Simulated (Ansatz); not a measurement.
Working through a comparison of dispersion corrections of C4H8NSi, SMILES [CH2]CC[SiH2]C#N

With Ansatz 0.2.0 through its Python package.

`c4h8nsi.xyz`
```text
14

C    -2.40410    0.05180   -0.47400
C    -0.93820   -0.36060   -0.51920
C    -0.15740    0.25280    0.64480
Si    1.64260   -0.26870    0.59530
C     2.43060    0.37160   -0.91100
N     2.93140    0.77970   -1.87080
H    -2.88480   -0.30360    0.46230
H    -2.50590    1.15470   -0.55880
H    -0.87970   -1.46950   -0.47190
H    -0.50560   -0.02410   -1.48590
H    -0.59050   -0.08320    1.61100
H    -0.20460    1.36160    0.59480
H     2.33650    0.27380    1.77250
H     1.72980   -1.73640    0.61080
```

Run as a notebook:

In [1]:
```python
from dataclasses import dataclass

import ansatz as az
```

In [2]:
```python
@dataclass
class RunConfig:
    basis_set: str = 'def2-SVP'


opts = RunConfig()

molecule = az.Crystal.molecule_from_extxyz('c4h8nsi.xyz')
```

In [3]:
```python
model = (
    molecule.calculation()
    .basis(gaussian=opts.basis_set)
    .spin('collinear', total=1)
)
for name in ['pbe', 'pbe0']:
    for correction in ('d3bj', 'd4'):
        rep = model.functional(name, dispersion=correction).run().report
        print(f'{name:8s} {correction:5s} total {rep["free_energy_ev"]:.5f} eV, of which dispersion {1000 * rep["dispersion"]["energy"]["ev"]:.2f} meV')
```
```text
pbe      d3bj  total -13625.51409 eV, of which dispersion -332.29 meV
pbe      d4    total -13625.48556 eV, of which dispersion -303.76 meV
pbe0     d3bj  total -13627.02831 eV, of which dispersion -291.07 meV
pbe0     d4    total -13626.99535 eV, of which dispersion -258.12 meV
```

Notes:
- Total energies depend on the basis set; only differences at equal settings carry meaning.
- The geometry is a force-field or estimated start, not a minimum of this method, and the basis set is short of its limit. D4 holds the three-body term, and d3bj doesn't.
- The run takes the species as open-shell (spin multiplicity 2), which needn't be its ground state.
- Hardware and time: 32 s on 1 thread of Arm Neoverse V2, on a shared host, peak memory 0.44 GiB.
